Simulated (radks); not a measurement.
# Ag²¹⁺ in [Ar] 3d8: an all-electron calculation

One table from this session's results is given with a row withheld; the runs are named, their logs left out.

Program: radks (a radial shooting solver on a logarithmic mesh, Libxc functionals) version 1. Level of theory: scalar-relativistic Kohn-Sham, SCAN, spin-polarised, spherical densities, finite nucleus; open shells are filled with parallel spins first. These are calculated values, not measurements, unless marked.

**The system**

| Item | Value |
| --- | --- |
| element | silver (Z = 47) |
| charge | +21 |
| electrons | 26 |
| configuration | [Ar] 3d8 |
| nuclear rms radius | 4.5454 fm |

The outer shells:

Ag²¹⁺
```
[Ar] core
3d [↑↓][↑↓][↑↓][↑ ][↑ ]
```

The first run:

Input:

```text
Z 47
configuration [Ar] 3d8 4s0 4p0
relativity scalar-relativistic
functional scan,scan
spin polarised
nucleus finite rms 4.5454 fm
c 137.035999084
```

Run with:

```
> python run_ks.py task.json out
```

This one command runs every case of the session in turn.

One of the session's tables, all rows but one given; the rest of the session is left out.

It belongs to the step «Orbitals and density». Sizes of the orbitals, from the radial functions (bohr):

| level | <r> | outermost maximum (interpolated) | 90 % within | nodes |
| --- | --- | --- | --- | --- |
| 1s up | 0.03111 | 0.0202 | 0.0558 | 0 |
| 1s down | 0.03111 | 0.0202 | 0.0558 | 0 |
| 2s up | 0.1345 | 0.114 | 0.208 | 1 |
| 2s down | 0.1344 | 0.114 | 0.208 | 1 |
| 2p up | 0.1174 | 0.0911 | 0.191 | 0 |
| 2p down | 0.1173 | 0.0910 | 0.191 | 0 |
| 3s up | 0.3566 | 0.327 | 0.522 | 2 |
| 3s down | 0.3574 | 0.327 | 0.523 | 2 |
| 3p up | 0.3528 | 0.319 | 0.527 | 1 |
| 3p down | 0.3537 | 0.319 | 0.528 | 1 |
| 3d up | 0.3246 | 0.264 | 0.506 | 0 |
| 3d down | 0.3257 | 0.265 | 0.508 | 0 |
| 4s up | 0.7439 | 0.724 | 1.05 | 3 |
| 4s down | ? | ? | ? | ? |
| 4p up | 0.7636 | 0.743 | 1.09 | 2 |
| 4p down | 0.7666 | 0.746 | 1.09 | 2 |

**Question.** Estimate the row for 4s down.

The run gave: <r>: 0.7465; outermost maximum (interpolated): 0.727; 90 % within: 1.06; nodes: 3. In the column «<r>» it lies between 4s up (0.7439) and 4p up (0.7636).

Limits of these values: Open shells are spherical and high-spin; term and fine-structure splittings are not resolved.
